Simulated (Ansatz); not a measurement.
Runs of Ansatz 0.2.0 on Hf2Pd2Se2Br2O3. The typed cell holds 11 atoms: a = 5.607 Å, b = 5.574 Å, c = 8.642 Å, α = 75.02°, β = 81.24°, γ = 74.12°. The cell was built by a generator and needn't be a form met in nature.

```csv
task,level,potentials or basis,U,cell,k mesh,cutoff (eV),basis error allowed,mesh quality,gap on the mesh (eV),pressure (GPa),relaxed volume (Å³/atom),largest force (eV/Å)
electrostatic potential,PBE,all-electron PAW datasets made for the crystal,-,as given,5 × 5 × 4,480,-,not flagged,none,-0.1,-,0.03
single point,PBE,"all-electron LAPW, scalar-relativistic",-,as given,4 × 4 × 3,481,0.002 eV/atom,coarse,none,(b),-,0.05
relaxation of cell and atoms,PBE,all-electron PAW datasets made for the crystal,-,relaxed,3 × 3 × 2,-,-,coarse,none,0.0,22.50,0.02
projected density of states,PBE,"all-electron LAPW, scalar-relativistic",-,as given,5 × 5 × 4,481,0.002 eV/atom,not flagged,-,-0.1,-,0.03
band structure,RPBE,"all-electron LAPW, scalar-relativistic",-,as given,4 × 4 × 3,481,0.002 eV/atom,coarse,-,2.5,-,0.20
single point,PBE,"all-electron LAPW, scalar-relativistic",-,as given,5 × 5 × 4,520,0.001 eV/atom,not flagged,none,-0.1,-,0.03
relaxation of cell and atoms,PBE+D3(BJ),all-electron PAW datasets made for the crystal,-,relaxed,3 × 3 × 2,-,-,coarse,none,0.0,21.62,0.01
single point,PBE+U,"all-electron LAPW, scalar-relativistic","Hf d U = 3 eV, Pd d U = 3 eV",as given,4 × 4 × 3,481,0.002 eV/atom,coarse,none,1.4,-,(a)
```

Alike in all rows: no spin polarisation; smearing fermi-dirac 0.05 eV.

Question: Estimate the missing entries.

Answer: (a) 0.32; (b) 0.2.

Caveats: some runs use coarse meshes; the k mesh is thin for a metal, which can move the energy by tens of meV per atom (some runs); pairwise dispersion overbinds metals, which lowers pressure and volume (some runs); U is the effective U less J, on atomic orbitals that reach past the spheres (some runs); U without spin polarisation on a metal has little footing (some runs).

A k mesh can miss the band edges, and the runs leave out spin-orbit coupling on Br, Hf, Pd, Se.

A gap of «none» marks a metal or a gap under the smearing width.

Not every run made on this cell is shown here.
